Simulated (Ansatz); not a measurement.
The system is NbTe.

```
CELL_PARAMETERS angstrom
3.42570 0.00000 0.00000
0.00000 3.42570 0.00000
0.00000 0.00000 3.42570
ATOMIC_POSITIONS crystal
Nb 0.50000 0.50000 0.50000
Te 0.00000 0.00000 0.00000
```

The cell was built by a generator and needn't be a form met in nature.

| Quantity | Value |
| --- | --- |
| Program | Ansatz 0.2.0 |
| Task | relaxation of cell and atoms |
| Functional | PBE |
| Dispersion | D4 |
| Potentials or basis | Ansatz PAW |
| Cutoff | 420 eV (not typed: the program's choice for these potentials) |
| k mesh | 8 × 8 × 8 |
| Occupations | fermi-dirac, width 0.05 eV |
| Spin | no spin polarisation |

At the start: volume 20.10 Å³/atom.

Task: How do energy, volume and symmetry change on relaxing?

Result: It ends after 4 steps and the volume is 19.52 Å³/atom (-2.9 %); space group Pm-3m (No. 221, to 0.05 Å).

Step by step:
```csv
step,energy change (eV),largest force (eV/Å),volume (Å³)
1,0.0000,0.0000,40.20
2,-0.0144,0.0000,39.16
3,-0.0146,0.0000,39.04
4,-0.0143,0.0000,39.04
```

Final structure:
```yaml
crystal:
  lattice:
    - [3.39238, 0.00000, 0.00000]
    - [0.00000, 3.39238, 0.00000]
    - [0.00000, 0.00000, 3.39238]
  atoms:
    - { symbol: Nb, position: [0.50000, 0.50000, 0.50000] }
    - { symbol: Te, position: [0.00000, 0.00000, 0.00000] }
```

Caveat: the plane-wave basis is chosen anew once the cell has moved, so the energies of steps on either side of that aren't comparable; pairwise dispersion overbinds metals, which lowers pressure and volume.
